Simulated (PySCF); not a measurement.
# The bond of BiS−, level by level

An exercise on one series of results from a longer session: the logs are not shown, and one member is left open.

The runs use PySCF 2.14.0; Bi aug-cc-pVDZ-PP with ECP60, S aug-cc-pV(D+d)Z, scalar-relativistic core potentials.

Set-up of the first run:

A driver script around PySCF takes these settings:

```yaml
atoms: Bi, S
charge: -1
basis: Bi aug-cc-pVDZ-PP with ECP60, S aug-cc-pV(D+d)Z
Hamiltonian: scalar-relativistic core potentials
basis_functions: 64
electrons_treated: 40
masses_in_u: 208.9804, 31.9721
levels: PBE0, PBE, r²SCAN, BLYP, BP86, B3LYP, HF, MP2, SCS-MP2, CCSD, CCSD(T)
grid: 80 radial by 434 angular points
occupations: held fixed by the projection of orbital angular momentum
dissociation_limit: Bi + S−, each in its ground configuration
starting_distance_in_angstrom: 2.545
values_of_2S_to_try: 0, 2, 4
```

Launch:

```sh
$ OMP_NUM_THREADS=1 python dia.py task.json out
```

Among the steps run: The job; First curve: PBE0; Other states along the same grid; PBE (GGA); r²SCAN (meta-GGA); BLYP (GGA); BP86; B3LYP; UHF (mean field); MP2 and coupled cluster.

One table of the session follows, with a row left open; its other results are not shown here.

It belongs to the step «Constants by level of theory». 

```
      level  Re (Å)  ωe (cm⁻¹)  De (eV)
        UHF   2.424        373     1.12
    UHF-MP2   2.429        399     2.58
UHF-SCS-MP2   2.437        393     2.42
   UHF-CCSD   2.449        358     2.29
UHF-CCSD(T)   2.460        354     2.48
        PBE   2.451        352     3.22
       BLYP   2.484        334     3.09
       BP86       ?          ?        ?
     r²SCAN   2.433        366     2.96
      B3LYP   2.449        357     2.90
       PBE0   2.419        376     2.92
```

Q: Estimate the row for BP86 from the others.

The run gave: Re (Å): 2.456; ωe (cm⁻¹): 349; De (eV): 3.21. In the column «Re (Å)» it lies between PBE (2.451) and UHF-CCSD(T) (2.460).

De is counted to Bi + S− in their ground configurations.
